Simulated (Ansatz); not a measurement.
**CH6GeO (SMILES C[O][GeH3]): BLYP/cc-pVDZ**

Aim: the electronic atomisation energy of CH6GeO at BLYP/cc-pVDZ, from 5 runs. 

The results are computed with Ansatz 0.2.0.

64 further runs of the same task are left out: 64 set aside as unsound or not needed.

## Step 1: The molecule

The species is CH6GeO (9 atoms), meant as a singlet with charge 0. As SMILES, `C[O][GeH3]`. The coordinates come from a PBE0-D4/def2-TZVP relaxation.

Bond lengths: C1–O2 1.406 Å, O2–Ge3 1.779 Å, C1–H4 1.093 Å, C1–H5 1.099 Å, C1–H6 1.099 Å, Ge3–H7 1.542 Å, Ge3–H8 1.531 Å, Ge3–H9 1.542 Å. Some angles: C1–O2–Ge3 117.8°, O2–C1–H4 108.1°, O2–C1–H5 112.2°, O2–C1–H6 112.2°, O2–Ge3–H7 108.9°, O2–Ge3–H8 104.9°, O2–Ge3–H9 108.9°, H4–C1–H5 108.0°, H4–C1–H6 108.0°, H5–C1–H6 108.1°.

## Step 2: The energy at BLYP/cc-pVDZ

File run.yaml:

```yaml
crystal:
  periodic: [false, false, false]
  atoms:
    - symbol: C
      position_ang: [-0.461600, 0.939500, -0.879600]
    - symbol: O
      position_ang: [-0.657300, -0.383600, -0.447300]
    - symbol: Ge
      position_ang: [0.409500, -1.004400, 0.834300]
    - symbol: H
      position_ang: [-1.194400, 1.152600, -1.661500]
    - symbol: H
      position_ang: [0.540900, 1.094500, -1.301500]
    - symbol: H
      position_ang: [-0.607700, 1.666800, -0.069200]
    - symbol: H
      position_ang: [1.870200, -0.939000, 0.345100]
    - symbol: H
      position_ang: [-0.054100, -2.444000, 1.070300]
    - symbol: H
      position_ang: [0.242900, -0.128600, 2.092200]
basis:
  gaussian:
    orbitals: cc-pVDZ
hamiltonian:
  xc: {name: BLYP}
accuracy: high
output:
  orbitals: {seedname: orbitals}
```

On the command line:

```console
$ ansatz run run.yaml --threads 1 --pin off --max-ram 3480MiB --events-out events.jsonl --progress --plain --runs-dir runs
```

Output:

```text
Warning: RAYON_NUM_THREADS=1 ignored (pool sized by the plan → 1); use --threads N
Functional definition: BLYP
  name "BLYP"
  parameter beta = 0.0042
  parameter a = 0.04918
  parameter b = 0.132
  parameter c = 0.2533
  parameter d = 0.349
  exchange = b88_x(beta = beta)
  correlation = lyp_c(a = a, b = b, c = c, d = d)
2014 factors; integrals over basis functions are off by at most 4.4e-9 eV
mean field evaluation 1: about -59692.2871 eV, gradient 5.6e1 eV
mean field evaluation 2: about -59651.1843 eV, gradient 1.5e2 eV
mean field evaluation 4: about -59698.7946 eV, gradient 1.2e1 eV
mean field evaluation 8: about -59699.0894 eV, gradient 2.9e-1 eV
mean field evaluation 16: about -59699.0896 eV, gradient 1.5e-5 eV
mean field -59699.08960402 eV, -2193.9010774513 hartree, gradient 4.2e-8 eV, S^2 0.000000; 0 other end points of the search recorded, 0 dependent functions left out
reference -59699.08966063 eV, -2193.9010795317 hartree; 26, 26 occupied and 59, 59 virtual orbitals, 2014 factors
Total energy: -59699.08966063 eV, -2193.9010795317 hartree
```

Run time: 6 s. Hardware: 1 thread of Arm Neoverse V2, shared host; peak memory 0.22 GiB.

## Step 3: The C atom at the same level

File molecule.yaml:

```yaml
crystal:
  periodic: [false, false, false]
  atoms:
    - {symbol: C, position_ang: [0.000000, 0.000000, 0.000000]}
basis:
  gaussian:
    orbitals: cc-pVDZ
magnetization:
  spin_polarized: true
  initial_magnetization: 2
hamiltonian:
  xc: {name: BLYP}
accuracy: high
```

Run the same way, it converges to -37.83784 Eh (log not shown).

## Step 4: The Ge atom, same level

File in.yaml:

```yaml
crystal:
  periodic: [false, false, false]
  atoms:
    - {symbol: Ge, position_ang: [0.000000, 0.000000, 0.000000]}
basis:
  gaussian: {orbitals: cc-pVDZ}
magnetization: {spin_polarized: true, initial_magnetization: 2}
hamiltonian: {xc: {name: BLYP}}
accuracy: high
```

Run the same way, it converges to -2076.95291 Eh (log not shown).

## Step 5: The H atom

File input.yaml:

```yaml
crystal:
  periodic: [false, false, false]
  atoms:
    - symbol: H
      position_ang: [0.000000, 0.000000, 0.000000]
basis:
  gaussian:
    orbitals: cc-pVDZ
magnetization:
  spin_polarized: true
  initial_magnetization: 1
hamiltonian:
  xc: {name: BLYP}
accuracy: high
```

Run the same way, it converges to -0.49640 Eh (log not shown).

## Step 6: The O atom at the same level

File job.yaml:

```yaml
crystal:
  periodic: [false, false, false]
  atoms:
    - {symbol: O, position_ang: [0.000000, 0.000000, 0.000000]}
basis:
  gaussian: {orbitals: cc-pVDZ}
magnetization: {spin_polarized: true, initial_magnetization: 2}
hamiltonian: {xc: {name: BLYP}}
accuracy: high
```

Run the same way, it converges to -75.05452 Eh (log not shown).

## Step 7: Summary of results

At BLYP/cc-pVDZ:

```
                     quantity           value
       molecule: total energy  -2193.90108 Eh
        molecule: HOMO energy        -5.82 eV
        molecule: LUMO energy        -0.15 eV
      molecule: HOMO–LUMO gap         5.67 eV
         C atom: total energy    -37.83784 Eh
                 C atom: ⟨S²⟩           2.002
        Ge atom: total energy  -2076.95291 Eh
                Ge atom: ⟨S²⟩           2.001
         H atom: total energy     -0.49640 Eh
                 H atom: ⟨S²⟩           0.750
         O atom: total energy    -75.05452 Eh
                 O atom: ⟨S²⟩           2.002
electronic atomisation energy       29.317 eV
```

Taking the molecule apart into free atoms costs 29.32 eV (2829 kJ/mol), before zero-point energy and without spin-orbit coupling.
